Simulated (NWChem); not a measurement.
**C6H6O (vinylfuran) at 6 levels**

We compute a comparison of 6 runs (r2SCAN/6-31G*, BLYP/6-31G*, PBE/6-31G*, SVWN5/6-31G*, TPSS/6-31G*, revPBE/6-31G*) of C6H6O (vinylfuran). 

Program for the calculation: NWChem 7.3.0.

### 1 Starting point

C6H6O: 13 atoms, total charge 0, spin state singlet. As SMILES, `C=Cc1ccco1`. The shape is that of a PBE0-D4/def2-TZVP optimisation. This is one conformer, not always the lowest.

Bond lengths: C1–C2 1.332 Å, C2–C3 1.437 Å, C3–C4 1.364 Å, C4–C5 1.422 Å, C5–C6 1.354 Å, C3–O7 1.358 Å, C6–O7 1.349 Å, C1–H8 1.083 Å, C1–H9 1.082 Å, C2–H10 1.086 Å, C4–H11 1.078 Å, C5–H12 1.078 Å, C6–H13 1.077 Å. Some angles: C1–C2–C3 125.7°, C2–C3–C4 131.7°, C2–C3–O7 118.9°, C4–C3–O7 109.4°, C3–C4–C5 106.6°, C4–C5–C6 105.8°, C5–C6–O7 110.7°, C3–O7–C6 107.4°, C1–C2–H10 120.0°, C3–C2–H10 114.3°.

### 2 Energy and forces at r2SCAN/6-31G(d) (spherical functions) (run 1)

input.nw

```
start input
memory 2200 mb
charge 0

geometry units atomic noautosym nocenter noautoz
   C   3.02053824  1.38592514  3.34878367
   C   2.36990553 -0.44049516  1.74213851
   C   0.27023084 -0.36150461  0.02078699
   C  -0.59866524 -2.07000600 -1.70264324
   C  -2.74898459 -0.96016984 -2.86898220
   C  -3.03017584  1.33565842 -1.77294105
   O  -1.21962924  1.72645379 -0.02173185
   H   1.95945702  3.13259900  3.46934819
   H   4.63606510  1.17144122  4.58447558
   H   3.46594669 -2.17299607  1.66012440
   H   0.21391700 -3.90039472 -2.08077744
   H  -3.92855164 -1.75857913 -4.32558310
   H  -4.37150344  2.84649446 -2.02503052
end

basis spherical bse
   * library 6-31G*
end

dft
   xc r2scan
   grid fine
   convergence energy 1e-08
   maxiter 100
   mulliken
   print low
end

task dft gradient
```

Run with:

```
$ nwchem input.nw > input.out
```

Log:

```text
[...]
 d= 0,ls=0.0,diis     1   -307.1768570519 -5.80D+02  7.41D-03  5.71D-01     4.1
[...]
 d= 0,ls=0.0,diis    11   -307.2424855389 -5.31D-09  5.07D-07  5.25D-09    41.6
         Total DFT energy =     -307.242485538883
      One electron energy =     -955.568715935645
           Coulomb energy =      418.725929617041
    Exchange-Corr. energy =      -43.236156168287
 Nuclear repulsion energy =      272.836456948007
[...]
                         DFT ENERGY GRADIENTS
    atom               coordinates                        gradient
                 x          y          z           x          y          z
   1 C       3.020538   1.385925   3.348784   -0.002896  -0.007576  -0.006868
   2 C       2.369906  -0.440495   1.742139    0.002966   0.006175   0.006067
   3 C       0.270231  -0.361505   0.020787   -0.009341   0.002685  -0.006283
   4 C      -0.598665  -2.070006  -1.702643    0.001850   0.007602   0.005958
   5 C      -2.748985  -0.960170  -2.868982    0.000937   0.007824   0.005322
   6 C      -3.030176   1.335658  -1.772941    0.007915  -0.006410   0.002949
   7 O      -1.219629   1.726454  -0.021732   -0.000954  -0.012554  -0.008100
   8 H       1.959457   3.132599   3.469348    0.001352  -0.002539  -0.000316
   9 H       4.636065   1.171441   4.584476   -0.002274  -0.000026  -0.001921
  10 H       3.465947  -2.172996   1.660124   -0.001393   0.002821   0.000476
  11 H       0.213917  -3.900395  -2.080777   -0.001136   0.003040   0.000814
[...]
```

Run time: 53 s. Hardware: 1 thread of Intel Xeon Platinum 8488C (Sapphire Rapids), shared host; peak memory 0.12 GiB.

### 3 Energy and forces at BLYP/6-31G(d) (spherical functions) (run 2)

mol.nw

```
start mol
memory 2200 mb

geometry units bohr noautosym nocenter noautoz
C    3.02053824   1.38592514   3.34878367
C    2.36990553  -0.44049516   1.74213851
C    0.27023084  -0.36150461   0.02078699
C   -0.59866524  -2.07000600  -1.70264324
C   -2.74898459  -0.96016984  -2.86898220
C   -3.03017584   1.33565842  -1.77294105
O   -1.21962924   1.72645379  -0.02173185
H    1.95945702   3.13259900   3.46934819
H    4.63606510   1.17144122   4.58447558
H    3.46594669  -2.17299607   1.66012440
H    0.21391700  -3.90039472  -2.08077744
H   -3.92855164  -1.75857913  -4.32558310
H   -4.37150344   2.84649446  -2.02503052
end

basis spherical bse
* library 6-31G*
end

dft
xc becke88 lyp
grid fine
convergence energy 1e-08
maxiter 100
mulliken
print medium
end

task dft gradient
```

Run with:

```
$ nwchem mol.nw > mol.out
```

Log:

```text
[...]
          Wavefunction type:  closed shell.
          No. of atoms     :    13
          No. of electrons :    50
[...]
          Charge           :     0
          Spin multiplicity:     1
[...]
          AO basis - number of functions:   110
[...]
              XC Information
              --------------
                    Becke 1988 Exchange Functional  1.000
              Lee-Yang-Parr Correlation Functional  1.000
[...]
 d= 0,ls=0.0,diis     1   -307.2071810749 -5.80D+02  1.09D-02  8.09D-01     4.4
[...]
 d= 0,ls=0.0,diis    12   -307.2975174756 -3.42D-09  1.69D-07  3.67D-10    45.1
         Total DFT energy =     -307.297517475617
      One electron energy =     -955.819114515527
           Coulomb energy =      419.011367912774
    Exchange-Corr. energy =      -43.326227820872
 Nuclear repulsion energy =      272.836456948007
[...]
      Total Density - Mulliken Population Analysis
     ---------------------------------------------
    Atom       Charge   Shell Charges
 -----------   ------   -------------------------------------------------------
    1 C    6     6.32   2.00  0.69  2.09  0.57  0.94  0.03
    2 C    6     6.09   2.00  0.69  2.10  0.47  0.79  0.03
    3 C    6     5.69   2.00  0.70  2.08  0.37  0.48  0.07
    4 C    6     6.18   2.00  0.69  2.12  0.51  0.83  0.03
    5 C    6     6.13   2.00  0.69  2.12  0.51  0.79  0.03
    6 C    6     5.92   2.00  0.70  2.07  0.44  0.66  0.06
    7 O    8     8.36   2.00  0.92  2.93  0.93  1.54  0.04
    8 H    1     0.87   0.53  0.34
    9 H    1     0.88   0.53  0.35
   10 H    1     0.89   0.54  0.36
[...]
  wavefunction    = closed shell
[...]
```

It took 55 s on 1 thread of Intel Xeon Platinum 8488C (Sapphire Rapids), shared host; peak memory 0.12 GiB.

Runs 3 to 5 aren't shown in full; the table further down has their settings and results.

### 4 Energy and gradient at revPBE/6-31G(d) (spherical functions) (run 6)

c6h6o.nw

```
start c6h6o
title "C6H6O"
memory stack 880 mb heap 220 mb global 1100 mb
geometry units angstroms noautosym nocenter noautoz
  C        1.598400       0.733400       1.772100
  C        1.254100      -0.233100       0.921900
  C        0.143000      -0.191300       0.011000
  C       -0.316800      -1.095400      -0.901000
  C       -1.454700      -0.508100      -1.518200
  C       -1.603500       0.706800      -0.938200
  O       -0.645400       0.913600      -0.011500
  H        1.036900       1.657700       1.835900
  H        2.453300       0.619900       2.426000
  H        1.834100      -1.149900       0.878500
  H        0.113200      -2.064000      -1.101100
  H       -2.078900      -0.930600      -2.289000
  H       -2.313300       1.506300      -1.071600
end
basis spherical bse
  C library 6-31G*
  O library 6-31G*
  H library 6-31G*
end
dft
  xc revpbe cpbe96
  grid fine
  convergence energy 1e-08
  iterations 100
  mulliken
  print medium
end
task dft gradient
```

Run with:

```
$ nwchem c6h6o.nw > c6h6o.out
```

Log:

```text
[...]
          Wavefunction type:  closed shell.
          No. of atoms     :    13
          No. of electrons :    50
[...]
          Charge           :     0
          Spin multiplicity:     1
[...]
          AO basis - number of functions:   110
[...]
              XC Information
              --------------
                        RevPBE Exchange Functional  1.000
            Perdew 1991 LDA Correlation Functional  1.000 local
           PerdewBurkeErnz. Correlation Functional  1.000 non-local
[...]
 d= 0,ls=0.0,diis     1   -307.2579535912 -5.80D+02  8.86D-03  6.94D-01     4.0
[...]
 d= 0,ls=0.0,diis    12   -307.3358548318 -3.21D-09  1.94D-07  6.35D-10    41.1
         Total DFT energy =     -307.335854831825
      One electron energy =     -955.691600480595
           Coulomb energy =      418.862396847091
    Exchange-Corr. energy =      -43.343127805029
 Nuclear repulsion energy =      272.836476606707
[...]
      Total Density - Mulliken Population Analysis
     ---------------------------------------------
    Atom       Charge   Shell Charges
 -----------   ------   -------------------------------------------------------
    1 C    6     6.37   2.00  0.69  2.07  0.60  0.99  0.03
    2 C    6     6.13   2.00  0.69  2.08  0.49  0.84  0.03
    3 C    6     5.68   2.00  0.69  2.05  0.37  0.50  0.07
    4 C    6     6.21   2.00  0.68  2.10  0.53  0.87  0.03
    5 C    6     6.19   2.00  0.68  2.10  0.53  0.84  0.03
    6 C    6     5.93   2.00  0.69  2.04  0.45  0.69  0.06
    7 O    8     8.39   2.00  0.92  2.91  0.96  1.57  0.04
    8 H    1     0.84   0.53  0.31
    9 H    1     0.85   0.53  0.32
   10 H    1     0.85   0.54  0.32
[...]
  wavefunction    = closed shell
[...]
```

Wall time 49 s (1 thread of Intel Xeon Platinum 8488C (Sapphire Rapids), shared host); peak memory 0.12 GiB.

### 5 Overview of the runs

```tsv
run	level	energy (Eh)	largest force (eV/Å)	wall time
1	r2SCAN/6-31G* (spherical functions)	-307.242486	0.770	53 s
2	BLYP/6-31G* (spherical functions)	-307.297517	1.464	55 s
3	PBE/6-31G* (spherical functions)	-307.038703	1.101	47 s
4	SVWN5/6-31G* (spherical functions)	-304.738754	0.680	30 s
5	TPSS/6-31G* (spherical functions)	-307.477563	1.164	58 s
6	revPBE/6-31G* (spherical functions)	-307.335855	1.358	49 s
```

### 6 Results

| quantity | value |
| --- | --- |
| run 6: total energy | -307.33585 Eh |
| run 6: dipole moment | 0.74 D |
| run 6: HOMO energy | -4.82 eV |
| run 6: LUMO energy | -1.23 eV |
| run 6: HOMO–LUMO gap | 3.59 eV |
| run 6: largest force on an atom | 1.358 eV/Å |

Over runs 2, 3, 4, 5, 6 the dipole moment (its size) runs from 0.74 D (revPBE/6-31G*) to 0.79 D (SVWN5/6-31G*). Over runs 2, 3, 4, 5, 6 the HOMO–LUMO gap runs from 3.55 eV (BLYP/6-31G*) to 3.70 eV (TPSS/6-31G*). Totals of different functionals can't be ranked against each other. All runs together took 4.9 min, the longest 58 s.
